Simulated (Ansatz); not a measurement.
# HfRu: response to strain

Aim: deform HfRu (equal xy, yz and zx engineering shear strains of +1 %) and compute stress, forces and field gradients with LAPW, PAW and all-electron datasets made for the crystal.

Computed with Ansatz 0.2.0 (DFT PBEsol, scalar-relativistic, unless a step's input says otherwise).

## 1. The system as given

The structure is cubic, space group Pm-3m (No. 221). Conventional cell: a = 3.225 Å, b = 3.225 Å, c = 3.225 Å, α = 90.00°, β = 90.00°, γ = 90.00°. Around Hf (site symmetry m-3m) lie 8 Ru at 2.79 Å. Around Ru (site symmetry m-3m) lie 8 Hf at 2.79 Å.

Coordinates:

```
CELL_PARAMETERS angstrom
3.22500 0.00000 0.00000
0.00000 3.22500 0.00000
0.00000 0.00000 3.22500
ATOMIC_POSITIONS crystal
Hf 0.00000 0.00000 0.00000
Ru 0.50000 0.50000 0.50000
```

Atoms are numbered in the order of the input: Hf1, Ru2.

## 2. The deformed structure

Space group Pm-3m before, R-3m after.

## 3. Full-potential LAPW

input.yaml

```yaml
crystal:
  lattice:
    - [3.225, 0.016125, 0.016125]
    - [0.016125, 3.225, 0.016125]
    - [0.016125, 0.016125, 3.225]
  atoms:
    - { symbol: Hf, position: [0.0, 0.0, 0.0] }
    - { symbol: Ru, position: [0.5, 0.5, 0.5] }
kpoints:
  mp_grid: { grid: [11, 11, 11] }
  band_path:
    path:
      - [0.0, 0.0, 0.0]
      - [0.5, 0.5, 0.5]
      - [0.5098274679, 0.4901725321, 0.5]
      - [0.5, -0.4901725321, 0.4901725321]
      - [0.5, 0.0, 0.0]
      - [0.0, 0.0, 0.0]
      - [0.4950862661, -0.4950862661, 0.0]
      - [0.5049137339, 0.0, 0.4950862661]
      - [0.5, 0.0, 0.5]
    npoints: 5
scf:
  occupations: { method: fermi_dirac, width: 0.08 }
hamiltonian:
  xc: pbesol
  pseudopotentials: { kind: all_electron, lapw: { basis_error: 0.0005 } }
output:
  forces: true
  stress: true
  eigenvalues: true
```

Started as:

```console
$ ansatz run input.yaml --threads 1 --pin off --max-ram 3072MiB --backend cpu --events-out ev --progress --plain --runs-dir out
```

## 4. Frozen-core PAW

input.yaml

```yaml
crystal:
  lattice:
    - [3.225, 0.016125, 0.016125]
    - [0.016125, 3.225, 0.016125]
    - [0.016125, 0.016125, 3.225]
  atoms:
    - { symbol: Hf, position: [0.0, 0.0, 0.0] }
    - { symbol: Ru, position: [0.5, 0.5, 0.5] }
kpoints:
  mp_grid: { grid: [11, 11, 11] }
scf:
  occupations: { method: fermi_dirac, width: 0.08 }
hamiltonian:
  xc: pbesol
  pseudopotentials: { kind: paw }
output:
  forces: true
  stress: true
  eigenvalues: true
  efg: { contact_densities: true }
  write_density: true
  write_potential: true
  elf: true
  volumetric_format: npy
```

## 5. Datasets made for this crystal

Changes to input.yaml since step 4:

```diff
@@ -14,3 +14,3 @@
   xc: pbesol
-  pseudopotentials: { kind: paw }
+  pseudopotentials: { kind: all_electron, datasets: crystal }
 output:
@@ -20,5 +20 @@
   efg: { contact_densities: true }
-  write_density: true
-  write_potential: true
-  elf: true
-  volumetric_format: npy
```

(Steps that only read results are left out.)

**Question.** What will these runs give? Wanted: pressure; largest shear or deviatoric stress.

As calculated:

| quantity | value |
| --- | --- |
| pressure | LAPW -2.99, PAW -3.00, crystal datasets -2.99 GPa |
| largest shear or deviatoric stress (LAPW) | 0.77 GPa |

What this shows: The largest part of the stress beyond the pressure is 0.77 GPa in size; the atoms are carried along and not relaxed. No run of the undeformed cell stands beside it, so the pressure holds what the given cell had before the change. PAW: stress within 0.01 GPa of LAPW. Crystal datasets: stress within 0.01 GPa of LAPW. Spin-orbit coupling is left out, though the cell holds Hf; in elements this heavy it can shift bands and gaps by tenths of an eV.
